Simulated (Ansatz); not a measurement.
**CH₃ClF₂Sn: a ladder of functionals and wavefunction methods**

Aim: compute CH₃ClF₂Sn with functionals from several rungs and with coupled cluster, and see how far each lands from CCSD(T) at the basis-set limit for the atomisation energy.

The runs use Ansatz 0.2.0, Gaussian basis; functionals in def2-TZVPP, the program's frozen cores in correlated methods.

Levels to be run: LDA (SPW92), PBE-D4, revPBE-D4, BLYP-D4, r2SCAN-D4, B97M-V, PBE0-D4, B3LYP-D4, r2SCANh-D4, r2SCAN0-D4, HSE06-D4, BHLYP-D4, CAM-B3LYP-D4, LC-ωPBE, ωB97X-V, ωB97M-V, B2PLYP, PBE-QIDH; CCSD(T)/def2-SVP; CCSD(T)/def2-TZVPP; MP2/def2-QZVPP; extrapolation to the limit.

1 further run of the same task is left out (for a known fault of the program).

## 1. The geometry

An earlier PBE0-D4 in a triple-zeta def2 set relaxation fixed the geometry. Sn takes the def2 core potential; no spin-orbit term is included.

SMILES `[CH3][Sn]([F])([F])[Cl]`, 8 atoms, charge 0, spin multiplicity 1.

Atoms are counted from 1 here; the program's logs count them from 0.

Bond lengths: C1–Sn2 2.106 Å, C1–H6 1.089 Å, C1–H7 1.089 Å, C1–H8 1.089 Å, Sn2–F3 1.903 Å, Sn2–F4 1.903 Å, Sn2–Cl5 2.294 Å. Angles: Sn2–C1–H6 108.1°, Sn2–C1–H7 108.7°, Sn2–C1–H8 108.7°, H6–C1–H7 110.4°, H6–C1–H8 110.4°, H7–C1–H8 110.4°, C1–Sn2–F3 111.6°, C1–Sn2–F4 111.7°, C1–Sn2–Cl5 117.1°, F3–Sn2–F4 103.3°, F3–Sn2–Cl5 106.0°, F4–Sn2–Cl5 106.0°.

## 2. LDA

This LDA is Slater exchange with PW92 correlation.

Input file in.yaml:

```yaml
crystal:
  periodic: [false, false, false]
  atoms:
    - {symbol: C, position_ang: [-1.020584, -0.227910, 0.624034]}
    - {symbol: Sn, position_ang: [0.747429, 0.122220, -0.465579]}
    - {symbol: F, position_ang: [2.153556, -1.033930, 0.087730]}
    - {symbol: F, position_ang: [0.532246, -0.301360, -2.307939]}
    - {symbol: Cl, position_ang: [1.611758, 2.246688, -0.400815]}
    - {symbol: H, position_ang: [-1.304845, -1.269461, 0.482569]}
    - {symbol: H, position_ang: [-0.827936, -0.026273, 1.676286]}
    - {symbol: H, position_ang: [-1.799523, 0.432927, 0.247817]}
basis:
  gaussian: {orbitals: def2-TZVPP}
hamiltonian: {xc: lda}
output: {orbitals: {seedname: orbitals}}
```

Started as:

```
ansatz run in.yaml --threads 2 --pin off --events-out ev --progress --plain --max-ram 32768MiB --backend cpu
```

After this run come: PBE-D4 (GGA); revPBE-D4 (GGA); BLYP-D4 (GGA); r2SCAN-D4 (meta-GGA); B97M-V (meta-GGA); B3LYP-D4 (hybrid); r2SCANh-D4 (hybrid); r2SCAN0-D4 (hybrid); HSE06-D4 (hybrid); BHLYP-D4 (hybrid); CAM-B3LYP-D4 (range-separated); LC-ωPBE (range-separated); ωB97X-V (range-separated); ωB97M-V (range-separated); B2PLYP (double hybrid); PBE-QIDH (double hybrid); CCSD(T) in def2-SVP; CCSD(T) in def2-TZVPP; MP2 in def2-QZVPP.

**Question.** What will the summary of the whole plan be? Wanted: atomisation energy, CCSD(T)/CBS; farthest beyond LDA; mean size of error, GGA; mean size of error, meta-GGA; mean size of error, hybrid; mean size of error, range-separated; mean size of error, double hybrid; gap, smallest and largest; T1 diagnostic.

The runs gave:

| quantity | value |
| --- | --- |
| atomisation energy, CCSD(T)/CBS | 2794.0 kJ/mol |
| functionals within 27.9 kJ/mol (1.0 %) | PBE-D4, r2SCAN-D4, B97M-V, ωB97X-V |
| farthest beyond LDA | BHLYP-D4 (-156.6 kJ/mol) |
| mean size of error, GGA | 43.8 kJ/mol |
| mean size of error, meta-GGA | 11.3 kJ/mol |
| mean size of error, hybrid | 76.9 kJ/mol |
| mean size of error, range-separated | 30.1 kJ/mol |
| mean size of error, double hybrid | 68.0 kJ/mol |
| gap, smallest and largest | 5.10 eV (LDA (SPW92)), 12.78 eV (LC-ωPBE) |
| T1 diagnostic | 0.0130 |
| triples share of the correlation energy | 3.3 % |

**Reading.** The LDA atomisation energy is off by 390.9 kJ/mol (14 %): it overbinds. PBE-D4 misses by +21.9 kJ/mol. Double hybrids carry the basis error of their MP2 part in triple zeta, and no dispersion term here, so their miss is partly the set-up's. By mean error the best rung here is meta-GGA (11.3 kJ/mol) and the worst beyond LDA is hybrid (76.9 kJ/mol). The mean of the hybrids holds BHLYP, with half exact exchange. The reference freezes the cores and leaves out spin-orbit coupling and excitations past (T), and its outer-core shells are covered unevenly, so misses under about 27.9 kJ/mol can't be ranked. All levels share the lack of spin-orbit coupling, which lowers the free heavy atoms and so the true binding. Hartree-Fock recovers 71 % of the binding; the rest is correlation. CCSD(T) in def2-SVP is off by -235.5 kJ/mol, so the small basis spoils what the method gains. Orbital gaps span 5.1 to 12.8 eV; exact exchange widens them. Correlated methods include outer-core shells of Sn, which these sets cover unevenly.
